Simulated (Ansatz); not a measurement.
Runs of Ansatz 0.2.0 on SBr3. The structure is tetragonal, space group I4/mmm (No. 139). The conventional cell has a = 3.883 Å, b = 3.883 Å, c = 16.241 Å, α = 90.00°, β = 90.00°, γ = 90.00°. Around Br (site symmetry 4/mmm) lie 4 S at 2.75 Å. Around Br (site symmetry -4m2) lie 4 Br at 2.75 Å. Around S (site symmetry 4/mmm) lie 4 Br at 2.75 Å. The cell comes from a database or a generator and needn't be the stable form of this composition.

```csv
task,level,potentials or basis,cell,cutoff (eV),smearing,gap on the mesh (eV),pressure (GPa),relaxed volume (Å³/atom)
relaxation of cell and atoms,r2SCAN+D3(BJ),Ansatz PAW,relaxed,500,fermi-dirac 0.05 eV,none,0.0,26.10
density of states,PBEsol,PseudoDojo stringent (PBEsol files),as given,1034,methfessel-paxton 0.1 eV,none,(a),-
relaxation of cell and atoms,r2SCAN,Ansatz PAW,relaxed,500,fermi-dirac 0.05 eV,none,0.0,(b)
relaxation of cell and atoms,r2SCAN+rVV10,Ansatz PAW,relaxed,500,fermi-dirac 0.05 eV,none,0.0,25.76
relaxation of cell and atoms,r2SCAN+D3(BJ)+ATM,Ansatz PAW,relaxed,500,fermi-dirac 0.05 eV,none,0.0,26.30
```

Alike in all rows: no spin polarisation; k mesh 10 × 10 × 10.

**Question.** Fill in the values left out.

**Answer.** (a) -1.9; (b) 27.39.

Caveats: an odd number of electrons without spin polarisation forces a metal; a magnetic or distorted state may lie lower; the plane-wave basis is chosen anew once the cell has moved, so the energies of steps on either side of that aren't comparable (some runs); the PAW data sets come from PBE, with cores solved anew for the run's functional, which leaves a small shift of forces and pressure (some runs); pairwise dispersion overbinds metals, which lowers pressure and volume (some runs); the density of states is complete only up to the lowest level of the last band computed (some runs); the volume moved by over 15 % at a fixed basis, so the end points are rough (some runs).

A k mesh can miss the band edges, and the runs leave out spin-orbit coupling on Br.

A gap of «none» marks a metal or a gap under the smearing width.

Not every run made on this cell is shown here.
